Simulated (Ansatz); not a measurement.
CdIr:

```
CELL_PARAMETERS angstrom
3.28391 0.00000 0.00000
0.00000 3.28391 0.00000
0.00000 0.00000 3.38618
ATOMIC_POSITIONS crystal
Cd 0.00000 0.00000 0.74248
Ir 0.50000 0.50000 0.01874
```

The cell was built by a generator and needn't be a form met in nature.

* Program: Ansatz 0.2.0
* Task: single point
* Functional: PBE
* Potentials or basis: all-electron LAPW, scalar-relativistic
* Cutoff: 340 eV (chosen from the basis error)
* Basis error allowed: 0.001 eV/atom
* k mesh: 8 × 8 × 8
* Occupations: fermi-dirac, width 0.05 eV
* Spin: no spin polarisation

On this cell: pressure 18.2 GPa; largest force 3.548 eV/Å; band gap on the k mesh none (metal or under the smearing width).

The same run follows on a disturbed copy (atoms moved at random, drawn with an rms of 0.05 Å):

```xyz
2
Lattice="3.2839 0.0000 0.0000 0.0000 3.2839 0.0000 0.0000 0.0000 3.3862" Properties=species:S:1:pos:R:3 pbc="T T T"
Cd   -0.0305    0.0004    2.5115
Ir    1.6742    1.6516    0.0969
```

Question: What does the disturbed cell give?

Answer: The energy (extrapolated to zero smearing) moves by -46.4 meV/atom; pressure 16.5 GPa; largest force 3.683 eV/Å; band gap on the k mesh none (metal or under the smearing width).

Forces in eV/Å, atoms in the order of the input:
```
Cd   1.055  0.159 -3.525
Ir  -1.055 -0.159  3.525
```

Stress tensor (GPa, compression positive):
```
25.74  0.18 -4.36
 0.18 26.36 -0.66
-4.36 -0.66 -2.68
```

Caveats: so large a pressure means that the cell lies far from this level's equilibrium, or that cutoff or potentials fall short (some runs); forces of over 1 eV/Å show positions far from the minimum, so gaps and moduli don't describe the material at rest (some runs).
